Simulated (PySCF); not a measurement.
# AsO4 (-3): NMR shifts at several levels of theory

Aim: compute the NMR shifts of AsO4 (-3) (`O=[As]([O-])([O-])[O-]`) at several levels, and see how far they spread and what each costs.

Programs: PySCF 2.14.0, with density-fitted response routines of our own. Each step states its level of theory. These are calculated values for one molecule in the gas phase, unless marked as measured. Atoms count from 0, in the outputs and in this text.

### 1 The starting structure

5 atoms, charge -3, multiplicity 1; geometry from: GFN2-xTB.

Bonds of the start (Å): O0–As1 1.73, As1–O2 1.73, As1–O3 1.73, As1–O4 1.73.

### 2 Geometry optimisation at PBE0-D3(BJ)/def2-SVP

The job: settings as JSON, then the geometry in Å.

```
{"job": {"xc": "PBE0", "basis": "def2-SVP", "d3": "d3bj", "grid": 1, "kind": "geom"}, "charge": -3, "multiplicity": 1}
O      0.059360     1.724670    -0.178170
As    -0.000010    -0.000110     0.000010
O      1.568350    -0.669330    -0.319450
O     -0.480400    -0.398020     1.618810
O     -1.149050    -0.658450    -1.120670
```

Log:

```text
step   0  E = -2535.16206085  max force = 0.005985
step   1  E = -2535.16228443  max force = 0.000134
step   2  E = -2535.16228596  max force = 0.000076
optimisation converged
```

It took 5.1 s on 4 threads of Arm Neoverse V1, shared host.

The steps of the relaxation:

```tsv
step	energy from step 0 (eV)	largest force component (eV/Å)
0	0.0000	0.3078
1	-0.0061	0.0069
2	-0.0061	0.0039
```

Close pairs (by a distance rule), those that changed most:

```tsv
bond	before (Å)	after (Å)	change (Å)
As1–O4	1.735	1.725	-0.010
As1–O3	1.735	1.725	-0.010
O0–As1	1.735	1.725	-0.010
As1–O2	1.735	1.725	-0.010
```

The next job starts from the end point, and lists it.

```tsv
at the end point	value
point group (found at 0.08 Å tolerance)	Td
rotational constants (GHz, main isotopes)	3.985, 3.983, 3.978
```

### 3 NMR shieldings: PBE0/pcSseg-2

The job: settings as JSON, then the geometry in Å.

```
{"job": {"kind": "nmr", "xc": "PBE0", "basis": "pcSseg-2", "pop": false}, "charge": -3, "multiplicity": 1}
O      0.056951     1.714647    -0.179505
As    -0.000190    -0.000158     0.000068
O      1.561930    -0.662269    -0.312455
O     -0.482739    -0.393738     1.608658
O     -1.137701    -0.659722    -1.116237
```

Method: GIAO PBE0/pcSseg-2 NMR shielding, non-relativistic, gas phase.

Log:

```text
coarse grid: 28056 points
cycle   1  E = -2535.3403826288  dE =  2.925e-01  |g| = 2.002e+00  |ddm| = 2.162e+00
cycle   2  E = -2533.8906585343  dE =  1.450e+00  |g| = 3.367e+00  |ddm| = 7.433e+00
cycle   3  E = -2535.9684444474  dE = -2.078e+00  |g| = 2.191e-01  |ddm| = 6.440e+00
cycle   4  E = -2535.9767465510  dE = -8.302e-03  |g| = 9.529e-02  |ddm| = 2.029e-01
cycle   5  E = -2535.9773240905  dE = -5.775e-04  |g| = 6.908e-03  |ddm| = 4.187e-02
cycle   6  E = -2535.9773264972  dE = -2.407e-06  |g| = 1.931e-03  |ddm| = 4.733e-03
final grid: 57912 points
cycle   7  E = -2535.9773559417  dE =  1.914e-07  |g| = 2.508e-03  |ddm| = 5.888e-03
cycle   8  E = -2535.9773551798  dE =  7.618e-07  |g| = 3.406e-03  |ddm| = 5.902e-03
cycle   9  E = -2535.9773569338  dE = -1.754e-06  |g| = 5.782e-04  |ddm| = 3.234e-03
cycle  10  E = -2535.9773569936  dE = -5.979e-08  |g| = 8.949e-05  |ddm| = 4.032e-04
cycle  11  E = -2535.9773569949  dE = -1.281e-09  |g| = 2.995e-05  |ddm| = 7.702e-05
cycle  12  E = -2535.9773569950  dE = -1.401e-10  |g| = 1.445e-06  |ddm| = 2.097e-05
converged SCF energy = -2535.9773569950

GIAO shielding tensors (ppm)
atom      isotropic    diamagn.    paramagn.     s11        s22        s33       span
  0 O      183.799     412.723    -228.924    126.730    126.988    297.678    170.947
  1 As    1035.467    2863.172   -1827.705   1035.455   1035.468   1035.477      0.022
  2 O      183.777     412.720    -228.943    126.700    126.943    297.689    170.989
  3 O      183.889     412.731    -228.842    126.918    127.108    297.643    170.725
  4 O      183.912     412.734    -228.823    126.953    127.150    297.633    170.680
```

Wall time 11 s (4 threads of Arm Neoverse V1, shared host).

The references, computed at this level on geometries of the same kind, shield at (ppm): 17O H2O 328.2, 75As AsH3 1915. Their shielding less the atom's gives the shift. The references are single molecules in the gas phase, so shifts against H2O, NH3, PH3, H3PO4 or CFCl3 are not on the usual liquid scales and can be off by tens of ppm. Shifts against hydride references such as AlH4− lie on their own scale. Atoms listed in one row are averaged.

```tsv
atoms	environment	σ (ppm)	δ (ppm)
O0, O2, O3, O4	oxygen bonded to As	183.8	144.3
As1	arsenic bonded to 4 O	1035	879
```

### 4 Nuclear shieldings: PBE/pcSseg-2

The job: settings as JSON, then the geometry in Å.

```
{"job": {"kind": "nmr", "xc": "PBE", "basis": "pcSseg-2", "pop": false}, "charge": -3, "multiplicity": 1}
O      0.056951     1.714647    -0.179505
As    -0.000190    -0.000158     0.000068
O      1.561930    -0.662269    -0.312455
O     -0.482739    -0.393738     1.608658
O     -1.137701    -0.659722    -1.116237
```

Level: GIAO PBE/pcSseg-2 NMR shielding, non-relativistic, gas phase.

Log:

```text
coarse grid: 28056 points
cycle   1  E = -2535.1332284315  dE =  6.271e-01  |g| = 2.311e+00  |ddm| = 2.199e+00
cycle   2  E = -2530.8296131132  dE =  4.304e+00  |g| = 4.871e+00  |ddm| = 1.906e+01
cycle   3  E = -2535.8927680453  dE = -5.063e+00  |g| = 5.624e-01  |ddm| = 1.848e+01
cycle   4  E = -2535.9488662826  dE = -5.610e-02  |g| = 2.818e-01  |ddm| = 7.971e-01
cycle   5  E = -2535.9535730218  dE = -4.707e-03  |g| = 1.817e-02  |ddm| = 1.119e-01
cycle   6  E = -2535.9535858868  dE = -1.287e-05  |g| = 6.370e-03  |ddm| = 1.244e-02
cycle   7  E = -2535.9535884457  dE = -2.559e-06  |g| = 5.406e-03  |ddm| = 9.743e-03
cycle   8  E = -2535.9535937250  dE = -5.279e-06  |g| = 1.206e-03  |ddm| = 5.328e-03
final grid: 57912 points
cycle   9  E = -2535.9536313080  dE =  1.012e-06  |g| = 2.812e-03  |ddm| = 3.081e-03
cycle  10  E = -2535.9536225930  dE =  8.715e-06  |g| = 7.560e-03  |ddm| = 7.504e-03
cycle  11  E = -2535.9536325143  dE = -9.921e-06  |g| = 1.107e-03  |ddm| = 6.099e-03
cycle  12  E = -2535.9536327435  dE = -2.291e-07  |g| = 2.025e-04  |ddm| = 9.321e-04
cycle  13  E = -2535.9536327508  dE = -7.370e-09  |g| = 4.542e-05  |ddm| = 3.101e-04
cycle  14  E = -2535.9536327511  dE = -2.865e-10  |g| = 1.460e-06  |ddm| = 4.573e-05
converged SCF energy = -2535.9536327511

GIAO shielding tensors (ppm)
atom      isotropic    diamagn.    paramagn.     s11        s22        s33       span
  0 O      167.471     415.961    -248.490    104.357    104.613    293.443    189.086
  1 As     980.521    2863.589   -1883.068    980.501    980.523    980.538      0.038
  2 O      167.449     415.958    -248.509    104.326    104.568    293.455    189.129
  3 O      167.574     415.972    -248.398    104.563    104.742    293.417    188.855
  4 O      167.597     415.974    -248.377    104.598    104.786    293.408    188.810
```

It took 9.8 s on 4 threads of Arm Neoverse V1, shared host.

In short: δ O0 160.4, As1 901 ppm (means over like atoms).

### 5 Nuclear shieldings: wB97X-D/pcSseg-2

The job: settings as JSON, then the geometry in Å.

```
{"job": {"kind": "nmr", "xc": "wB97X-D", "basis": "pcSseg-2", "pop": false}, "charge": -3, "multiplicity": 1}
O      0.056951     1.714647    -0.179505
As    -0.000190    -0.000158     0.000068
O      1.561930    -0.662269    -0.312455
O     -0.482739    -0.393738     1.608658
O     -1.137701    -0.659722    -1.116237
```

Method: GIAO wB97X-D/pcSseg-2 NMR shielding, non-relativistic, gas phase.

Log:

```text
coarse grid: 28056 points
cycle   1  E = -2535.8846397778  dE =  1.009e-01  |g| = 2.016e+00  |ddm| = 2.137e+00
cycle   2  E = -2535.4715652908  dE =  4.131e-01  |g| = 2.641e+00  |ddm| = 3.140e+00
cycle   3  E = -2536.5329688533  dE = -1.061e+00  |g| = 9.387e-02  |ddm| = 1.866e+00
cycle   4  E = -2536.5347210201  dE = -1.752e-03  |g| = 4.403e-02  |ddm| = 1.152e-01
cycle   5  E = -2536.5348314491  dE = -1.104e-04  |g| = 2.311e-02  |ddm| = 3.603e-02
cycle   6  E = -2536.5348979958  dE = -6.655e-05  |g| = 2.365e-03  |ddm| = 1.716e-02
cycle   7  E = -2536.5348992271  dE = -1.231e-06  |g| = 5.708e-04  |ddm| = 3.169e-03
final grid: 57912 points
cycle   8  E = -2536.5347906770  dE = -1.216e-06  |g| = 1.135e-03  |ddm| = 2.877e-03
cycle   9  E = -2536.5347907007  dE = -2.367e-08  |g| = 1.166e-03  |ddm| = 9.241e-04
cycle  10  E = -2536.5347907901  dE = -8.941e-08  |g| = 8.058e-05  |ddm| = 4.506e-04
cycle  11  E = -2536.5347907908  dE = -6.862e-10  |g| = 5.300e-05  |ddm| = 1.192e-04
cycle  12  E = -2536.5347907912  dE = -4.770e-10  |g| = 2.061e-05  |ddm| = 4.893e-05
converged SCF energy = -2536.5347907912

GIAO shielding tensors (ppm)
atom      isotropic    diamagn.    paramagn.     s11        s22        s33       span
  0 O      188.489     412.391    -223.902    132.113    132.358    300.996    168.882
  1 As    1020.682    2862.968   -1842.286   1020.641   1020.668   1020.737      0.095
  2 O      188.465     412.389    -223.924    132.078    132.318    300.999    168.920
  3 O      188.576     412.403    -223.827    132.295    132.476    300.956    168.661
  4 O      188.595     412.406    -223.811    132.312    132.513    300.959    168.647
```

Run time: 14 s. Hardware: 4 threads of Arm Neoverse V1, shared host.

This run: δ O0 138.3, As1 869 ppm (means over like atoms).

### 6 Nuclear shieldings: KT2/pcSseg-2

The job: settings as JSON, then the geometry in Å.

```
{"job": {"kind": "nmr", "xc": "KT2", "basis": "pcSseg-2", "pop": false}, "charge": -3, "multiplicity": 1}
O      0.056951     1.714647    -0.179505
As    -0.000190    -0.000158     0.000068
O      1.561930    -0.662269    -0.312455
O     -0.482739    -0.393738     1.608658
O     -1.137701    -0.659722    -1.116237
```

Level: GIAO KT2/pcSseg-2 NMR shielding, non-relativistic, gas phase.

Log:

```text
coarse grid: 28056 points
cycle   1  E = -2548.9691674348  dE =  6.491e-01  |g| = 2.088e+00  |ddm| = 2.170e+00
cycle   2  E = -2544.9470601532  dE =  4.022e+00  |g| = 4.518e+00  |ddm| = 1.773e+01
cycle   3  E = -2549.7666222593  dE = -4.820e+00  |g| = 2.781e-01  |ddm| = 1.710e+01
cycle   4  E = -2549.7844154470  dE = -1.779e-02  |g| = 1.743e-01  |ddm| = 7.744e-01
cycle   5  E = -2549.7892879542  dE = -4.873e-03  |g| = 2.192e-02  |ddm| = 1.868e-01
cycle   6  E = -2549.7892939205  dE = -5.966e-06  |g| = 1.186e-02  |ddm| = 1.481e-02
cycle   7  E = -2549.7893146113  dE = -2.069e-05  |g| = 6.774e-03  |ddm| = 1.390e-02
cycle   8  E = -2549.7893216986  dE = -7.087e-06  |g| = 3.155e-03  |ddm| = 8.035e-03
final grid: 57912 points
cycle   9  E = -2549.7893545361  dE =  1.635e-05  |g| = 9.657e-03  |ddm| = 1.135e-02
cycle  10  E = -2549.7891831861  dE =  1.713e-04  |g| = 3.093e-02  |ddm| = 3.451e-02
cycle  11  E = -2549.7893729579  dE = -1.898e-04  |g| = 9.526e-04  |ddm| = 2.615e-02
cycle  12  E = -2549.7893731691  dE = -2.112e-07  |g| = 1.520e-04  |ddm| = 1.528e-03
cycle  13  E = -2549.7893731710  dE = -1.918e-09  |g| = 4.709e-05  |ddm| = 1.061e-04
cycle  14  E = -2549.7893731714  dE = -3.524e-10  |g| = 7.004e-06  |ddm| = 3.778e-05
converged SCF energy = -2549.7893731714

GIAO shielding tensors (ppm)
atom      isotropic    diamagn.    paramagn.     s11        s22        s33       span
  0 O      166.009     415.611    -249.602    103.094    103.342    291.590    188.496
  1 As    1048.423    2868.212   -1819.789   1048.387   1048.428   1048.453      0.066
  2 O      165.983     415.609    -249.626    103.058    103.291    291.600    188.542
  3 O      166.107     415.621    -249.514    103.293    103.464    291.564    188.271
  4 O      166.134     415.623    -249.489    103.331    103.516    291.557    188.226
```

It took 9.8 s on 4 threads of Arm Neoverse V1, shared host.

In short: δ O0 158.3, As1 879 ppm (means over like atoms).

### 7 Shielding tensors: HF/pcSseg-2

The job: settings as JSON, then the geometry in Å.

```
{"job": {"kind": "nmr", "xc": "HF", "basis": "pcSseg-2", "pop": false}, "charge": -3, "multiplicity": 1}
O      0.056951     1.714647    -0.179505
As    -0.000190    -0.000158     0.000068
O      1.561930    -0.662269    -0.312455
O     -0.482739    -0.393738     1.608658
O     -1.137701    -0.659722    -1.116237
```

Method: GIAO HF/pcSseg-2 NMR shielding, non-relativistic, gas phase.

Log:

```text
final grid: 57912 points
cycle   1  E = -2532.9736459982  dE = -3.964e-01  |g| = 1.439e+00  |ddm| = 2.118e+00
cycle   2  E = -2533.1447887478  dE = -1.711e-01  |g| = 1.156e+00  |ddm| = 1.567e+00
cycle   3  E = -2533.3340553086  dE = -1.893e-01  |g| = 5.940e-02  |ddm| = 5.821e-01
cycle   4  E = -2533.3348666530  dE = -8.113e-04  |g| = 3.208e-02  |ddm| = 8.456e-02
cycle   5  E = -2533.3349748718  dE = -1.082e-04  |g| = 4.664e-03  |ddm| = 2.236e-02
cycle   6  E = -2533.3349847723  dE = -9.901e-06  |g| = 1.220e-03  |ddm| = 1.013e-02
cycle   7  E = -2533.3349852625  dE = -4.902e-07  |g| = 3.097e-04  |ddm| = 1.831e-03
cycle   8  E = -2533.3349853030  dE = -4.049e-08  |g| = 8.031e-05  |ddm| = 4.560e-04
cycle   9  E = -2533.3349853069  dE = -3.965e-09  |g| = 2.091e-05  |ddm| = 1.373e-04
cycle  10  E = -2533.3349853072  dE = -2.806e-10  |g| = 8.234e-06  |ddm| = 4.560e-05
converged SCF energy = -2533.3349853072

GIAO shielding tensors (ppm)
atom      isotropic    diamagn.    paramagn.     s11        s22        s33       span
  0 O      230.589     408.034    -177.445    186.342    186.571    318.855    132.513
  1 As    1234.417    2859.989   -1625.572   1234.369   1234.438   1234.444      0.075
  2 O      230.570     408.032    -177.462    186.311    186.532    318.866    132.555
  3 O      230.659     408.043    -177.384    186.487    186.674    318.815    132.328
  4 O      230.680     408.045    -177.365    186.520    186.716    318.803    132.283
```

Run time: 6.6 s. Hardware: 4 threads of Arm Neoverse V1, shared host.

Key values: δ O0 95.7, As1 737 ppm (means over like atoms).

### 8 Comparing the runs: NMR shifts

Shifts (ppm), means over like atoms, with basis size and wall time:

```tsv
run	O0	As1	functions	time
PBE0/pcSseg-2	144.3	879	207	11 s
PBE/pcSseg-2	160.4	901	207	9.8 s
wB97X-D/pcSseg-2	138.3	869	207	14 s
KT2/pcSseg-2	158.3	879	207	9.8 s
HF/pcSseg-2	95.7	737	207	6.6 s
```

### 9 What came out

```
                                                               quantity                 value
                                                            point group                    Td
                                   rotational constants (main isotopes)  3.99, 3.98, 3.98 GHz
17O shifts against H2O (PBE0/pcSseg-2, means over atoms taken as alike)             144.3 ppm
                               75As shifts against AsH3 (PBE0/pcSseg-2)               879 ppm
                                              range of the shift of As1        737 to 901 ppm
```

In words: Single values in the summary come from the first run of each kind that ended normally (PBE0/pcSseg-2), which need not be the best level. Relaxing lowered the energy by 0.006 eV in 2 steps; the close pair that moved most is As1–O4, from 1.735 to 1.725 Å. No frequency check was run at this level, so the end point may be a saddle. At PBE0/pcSseg-2: The largest span, 171 ppm, is at O0, O2, O3, O4, where the paramagnetic term is -229 ppm. Across the 5 runs the shift of As1 moves most, between 737 (HF/pcSseg-2) and 901 ppm (PBE/pcSseg-2). Spin-orbit coupling is left out, which matters for shieldings and couplings at and beside the heavy atoms. At PBE0/pcSseg-2 the HOMO lies above zero (+9.00 eV), as often for anions in the gas phase: self-interaction error lifts it, or the electron is held by the finite basis alone; counter-ions and solvent are missing.
